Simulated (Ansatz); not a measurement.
**F₃H₃SSi₂: how energies converge with the basis set**

An exercise on one series of results from a longer session: the logs are not shown, and one member is left open.

Computed with Ansatz 0.2.0, Gaussian basis. Level: one geometry, several basis sets.

Plan: PBE0-D4/def2-SVP; ωB97M-V/def2-SVP; PBE0-D4/def2-QZVPP; ωB97M-V/def2-QZVPP; the functionals' def2-TZVPP values are taken from earlier runs.

## The geometry

All runs share one geometry, relaxed beforehand with PBE0-D4 in a triple-zeta def2 set.

SMILES `F[SiH2]S[SiH](F)F`, 9 atoms, charge 0, spin multiplicity 1.

Atoms are counted from 1 here; the program's logs count them from 0.

Bond lengths: F1–Si2 1.592 Å, Si2–S3 2.135 Å, Si2–H7 1.477 Å, Si2–H8 1.476 Å, S3–Si4 2.107 Å, Si4–F5 1.584 Å, Si4–F6 1.585 Å, Si4–H9 1.469 Å. Angles: F1–Si2–S3 110.4°, F1–Si2–H7 108.2°, F1–Si2–H8 108.0°, S3–Si2–H7 110.5°, S3–Si2–H8 106.3°, H7–Si2–H8 113.4°, Si2–S3–Si4 98.8°, S3–Si4–F5 111.1°, S3–Si4–F6 110.7°, S3–Si4–H9 110.0°, F5–Si4–F6 105.9°, F5–Si4–H9 109.0°, F6–Si4–H9 110.0°.

Set-up of the first run:

in.yaml

```yaml
crystal:
  periodic: [false, false, false]
  atoms:
    - {symbol: F, position_ang: [-1.281985, -2.081585, 0.677646]}
    - {symbol: Si, position_ang: [-0.184252, -1.055081, 1.202552]}
    - {symbol: S, position_ang: [1.266557, -0.678188, -0.317182]}
    - {symbol: Si, position_ang: [0.353587, 0.988696, -1.226622]}
    - {symbol: F, position_ang: [0.461613, 2.271721, -0.304222]}
    - {symbol: F, position_ang: [-1.196089, 0.734076, -1.437563]}
    - {symbol: H, position_ang: [-0.867830, 0.196364, 1.587456]}
    - {symbol: H, position_ang: [0.541101, -1.694662, 2.318148]}
    - {symbol: H, position_ang: [0.995700, 1.272262, -2.517412]}
basis:
  gaussian: {orbitals: def2-SVP}
hamiltonian: {xc: pbe0, dispersion: d4}
output: {orbitals: {seedname: orbitals}}
```

Steps of the session up to this table: PBE0-D4 in def2-SVP; ωB97M-V in def2-SVP; PBE0-D4 in def2-QZVPP; ωB97M-V in def2-QZVPP.

One table of the session follows, with a row left open; its other results are not shown here.

It belongs to the step «Density functionals: the series». 

```
functional       basis  HOMO (eV)  LUMO (eV)
   PBE0-D4    def2-SVP      -8.52       0.28
   PBE0-D4  def2-TZVPP      -8.57      -0.24
   PBE0-D4  def2-QZVPP      -8.59      -0.39
   ωB97M-V    def2-SVP     -10.66       2.26
   ωB97M-V  def2-TZVPP          ?          ?
   ωB97M-V  def2-QZVPP     -10.78       1.24
```

Estimate the missing values for ωB97M-V, def2-TZVPP.

**Answer.** HOMO (eV): -10.75; LUMO (eV): 1.56. In the column «HOMO (eV)» it lies between ωB97M-V, def2-QZVPP (-10.78) and ωB97M-V, def2-SVP (-10.66).
